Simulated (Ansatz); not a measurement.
# NiPt: the cost of one run

Method: DFT, LDA, PAW with Ansatz's default frozen-core files, scalar-relativistic, in Ansatz 0.2.0.

### 1 The system as given

Symmetry: P4/mmm, No. 123, tetragonal system. Conventional cell: a = 2.710 Å, b = 2.710 Å, c = 3.578 Å, α = 90.00°, β = 90.00°, γ = 90.00°. Ni (site symmetry 4/mmm) has 8 Pt at 2.62 Å and 4 Ni at 2.71 Å as nearest neighbours. Pt (site symmetry 4/mmm) is surrounded by 8 Ni at 2.62 Å and 4 Pt at 2.71 Å.

Coordinates:

```
Ni Pt
1.0
     2.70994    0.00000    0.00000
     0.00000    2.70994    0.00000
     0.00000    0.00000    3.57832
Ni Pt
1 1
Direct
  0.50000 0.50000 0.50000
  0.00000 0.00000 0.00000
```

Atoms are numbered in the order of the input: Ni1, Pt2.

### 2 Free moments from the typed start, PAW

Contents of input.yaml:

```yaml
crystal:
  lattice:
    - [2.7099397941, 0.0, 0.0]
    - [0.0, 2.7099397941, 0.0]
    - [0.0, 0.0, 3.57832]
  atoms:
    - { symbol: Ni, position: [0.5, 0.5, 0.5], spin: 1.5 }
    - { symbol: Pt, position: [0.0, 0.0, 0.0], spin: 0.6 }
magnetization:
  spin_polarized: true
kpoints:
  mp_grid: { grid: [11, 11, 8] }
scf:
  occupations: { method: fermi_dirac, width: 0.1 }
  lower_state_search: "off"
hamiltonian:
  xc: lda
  pseudopotentials: { kind: paw }
output:
  forces: true
  stress: true
  eigenvalues: true
  populations: true
  dos: { projected: true, de: 0.1, e_range: [-8, 5] }
  write_density: true
  write_potential: true
  elf: true
  volumetric_format: npy
```

On the command line:

```bash
ansatz run input.yaml --threads 1 --pin off --max-ram 3072MiB --backend cpu --events-out ev --progress --plain --runs-dir out
```

**Question.** How long does this run take on 1 thread of Arm Neoverse V1, shared host, and how much memory does it need?

About 19 s, with a peak of 0.38 GiB.
